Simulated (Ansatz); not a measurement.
**BiAu (rocksalt): a single-point run**

Wanted: a converged single-point run for BiAu (rocksalt), and a check of what comes out. The structure is shown as the input types it.

Method: DFT PBE, scalar-relativistic, plane waves, PAW, in Ansatz 0.2.0.

2 further runs of the same task are left out: 1 that didn't finish, 1 set aside as unsound or not needed.

## Step 1: Starting point

It takes space group Fm-3m (No. 225, cubic). Conventional cell: a = 5.939 Å, b = 5.939 Å, c = 5.939 Å, α = 90.00°, β = 90.00°, γ = 90.00°. Au (site symmetry m-3m) has 6 Bi at 2.97 Å as nearest neighbours. Bi (site symmetry m-3m) has 6 Au at 2.97 Å as nearest neighbours.

The input asks for a charge of +10 e on the cell.

Coordinates:

```
Au Bi
1.0
     0.00000    2.96974    2.96974
     2.96974    0.00000    2.96974
     2.96974    2.96974    0.00000
Au Bi
1 1
Direct
  0.50000 0.50000 0.50000
  0.00000 0.00000 0.00000
```

## Step 2: The calculation

The input, input.yaml:

```yaml
crystal:
  lattice:
    - [0.0, 2.9697432856, 2.9697432856]
    - [2.9697432856, 0.0, 2.9697432856]
    - [2.9697432856, 2.9697432856, 0.0]
  atoms:
    - { symbol: Au, position: [0.5, 0.5, 0.5] }
    - { symbol: Bi, position: [0.0, 0.0, 0.0] }
basis:
  ecutwfc: 420
  ecutrho_ratio: 4
kpoints:
  mp_grid: { grid: [10, 10, 10] }
hamiltonian:
  xc: pbe
scf:
  occupations: { method: gaussian, width: 0.05 }
  max_iter: 50
output:
  forces: true
  stress: true
total_charge: 10
```

Run with:

```
ansatz run input.yaml --threads 2 --pin off --max-ram 2662MiB --backend cpu --events-out ev --progress --plain --runs-dir out
```

What happens when this is run?

This run ends as converged. That alone doesn't make the input a sound one.

The suspect setting: total_charge is 10. With this charge the calculation describes a differently charged system.

To check: delete total_charge (the default then holds).
